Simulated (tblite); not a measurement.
# C7H15FSi: the cost of one run

The runs use tblite 0.8.0 and PySCF 2.14.0, with density-fitted response routines of our own; the level of theory stands in each step. All values are computed, except where a source is named. Atoms are numbered from 0 throughout.

## 1. Starting geometry

24 atoms, charge 0, multiplicity 1; geometry from: force field or distance geometry start.

Bonds of the start (Å): C0–C1 1.50, C1–C2 1.46, C2–C3 1.53, C3–F4 1.38, C1–C5 1.49, C5–C6 1.53, C6–Si7 1.86, Si7–C8 1.86, C8–C5 1.49, C0–H9 1.10, C0–H10 1.12, C0–H11 1.10, C1–H12 1.11, C2–H13 1.12, C2–H14 1.10, C3–H15 1.11, C3–H16 1.10, C5–H17 1.12, C6–H18 1.11, C6–H19 1.11, Si7–H20 1.44, Si7–H21 1.45, C8–H22 1.12, C8–H23 1.11.

## 2. Geometry optimisation with GFN2-xTB

Job settings and geometry (Å):

```
{"job": {"kind": "relax", "xc": "GFN2-xTB", "basis": "xTB"}, "charge": 0, "multiplicity": 1}
C     -1.127500     0.345000     1.283900
C     -0.525300     0.023200    -0.055600
C     -1.411100    -0.869100    -0.805900
C     -2.732100    -0.134800    -1.027000
F     -3.378700     0.200800     0.149700
C      0.869400    -0.445100     0.194000
C      1.646700     0.683600     0.881800
Si     2.905400     0.759400    -0.484900
C      1.804300    -0.674700    -0.938100
H     -1.764100    -0.499900     1.599100
H     -1.677300     1.312600     1.180700
H     -0.294100     0.429300     2.003000
H     -0.454300     0.989300    -0.604500
H     -1.701800    -1.819600    -0.283300
H     -1.046300    -1.133100    -1.812400
H     -2.484000     0.840200    -1.502800
H     -3.388400    -0.679400    -1.725400
H      0.871500    -1.331700     0.878700
H      1.042700     1.613300     0.934700
H      2.017300     0.375700     1.883200
H      4.208600     0.429300     0.036700
H      2.846300     1.912300    -1.368600
H      2.366800    -1.624400    -0.776800
H      1.394100    -0.682400    -1.965800
```

Launch:

```
$ OMP_NUM_THREADS=1 python probes_run.py task.json out
```

One launch serves the whole session: the jobs run in the order shown.

**Question.** How long does this first job take on 1 thread of Intel Xeon at 2.50GHz, shared host, and how much memory does it need?

About 3.7 s, with a peak of 0.18 GiB.
